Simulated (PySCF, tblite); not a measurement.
# C₄H₉BO₃: geometry, infrared bands and NMR shifts

Wanted: the infrared bands and NMR shifts of C₄H₉BO₃ (`C[C@H](CC=O)B(O)O`), by calculation.

The runs use tblite 0.8.0 and PySCF 2.14.0, with density-fitted response routines of our own; the level of theory stands in each step. All values are computed, except where a source is named. Atoms are numbered from 0 throughout.

## 1. The starting structure

17 atoms, charge 0, multiplicity 1; geometry from: force field or distance geometry start.

Bonds of the start (Å): C0–C1 1.48, C1–C2 1.49, C2–C3 1.49, C3–O4 1.25, C1–B5 1.59, B5–O6 1.45, B5–O7 1.47, C0–H8 1.12, C0–H9 1.12, C0–H10 1.11, C1–H11 1.11, C2–H12 1.10, C2–H13 1.12, C3–H14 1.10, O6–H15 0.99, O7–H16 0.99.

## 2. Geometry optimisation with GFN2-xTB

Job settings and geometry (Å):

```
{"job": {"kind": "relax", "xc": "GFN2-xTB", "basis": "xTB"}, "charge": 0, "multiplicity": 1}
C     -0.179500     1.639100     0.433500
C      0.109700     0.272000    -0.060900
C     -0.870400    -0.798700     0.280500
C     -2.245700    -0.588400    -0.245700
O     -3.169700    -1.400600    -0.032000
B      1.477200    -0.177100     0.617800
O      2.704200     0.583500     0.532500
O      1.540600    -1.474700     1.311800
H      0.398500     1.916400     1.357900
H      0.117100     2.415500    -0.319600
H     -1.240100     1.861600     0.653400
H      0.337500     0.316300    -1.151100
H     -0.510900    -1.749100    -0.139800
H     -0.858100    -0.937300     1.388600
H     -2.426100     0.328800    -0.820200
H      3.426600     0.025800     0.148700
H      1.382100    -2.221100     0.684200
```

The run is started by

```console
OMP_NUM_THREADS=1 python probes_run.py task.json out
```

The driver reads the jobs from task.json and runs them one after another.

**Question.** This job is followed by: GFN2-xTB harmonic vibrations, gas phase; GIAO PBE0/pcSseg-1 NMR shielding, non-relativistic, gas phase. Predict these results of the whole session: strongest single infrared mode (GFN2-xTB); zero-point energy (GFN2-xTB); 13C shifts against TMS (PBE0/pcSseg-1); 1H shifts against TMS (PBE0/pcSseg-1, means over atoms taken as alike); 17O shifts against H2O (PBE0/pcSseg-1, means over atoms taken as alike); 11B shifts against BF3·OEt2 (PBE0/pcSseg-1).

As calculated:

| quantity | value |
| --- | --- |
| strongest single infrared mode (GFN2-xTB) | 1793 cm⁻¹, 325 km/mol |
| zero-point energy (GFN2-xTB) | 83.8 kcal/mol |
| 13C shifts against TMS (PBE0/pcSseg-1) | 208.7, 49.3, 18.4, 18.3 ppm |
| 1H shifts against TMS (PBE0/pcSseg-1, means over atoms taken as alike) | 9.93, 4.32, 2.08, 1.73, 1.63, 1.01 ppm |
| 17O shifts against H2O (PBE0/pcSseg-1, means over atoms taken as alike) | 714.0, 117.7 ppm |
| 11B shifts against BF3·OEt2 (PBE0/pcSseg-1) | 29.0 ppm |

What this shows: The optimisation took 109 steps and gained 1.662 eV; among the close pairs (by a distance rule), B5–O7 changed most, from 1.473 to 1.358 Å. No mode is imaginary among the 45: a minimum at this level. The strongest single mode, at 1793 cm⁻¹, moves mainly C3 and O4. GFN2-xTB is a fitted tight-binding method: band positions and strengths are rough. Its intensities can rank the bands wrongly. The most deshielded carbon is C3 (aldehyde carbonyl carbon), at 208.7 ppm: the double bond to the heteroatom, with no lone-pair donor beside it, deshields it most. The most deshielded hydrogen is H14 (hydrogen on an aldehyde carbonyl carbon), at 9.93 ppm: the C=O anisotropy and electron withdrawal place aldehyde protons far downfield. At PBE0/pcSseg-1: The widest tensor belongs to O4: span 1344 ppm, with a paramagnetic part of -773 ppm.
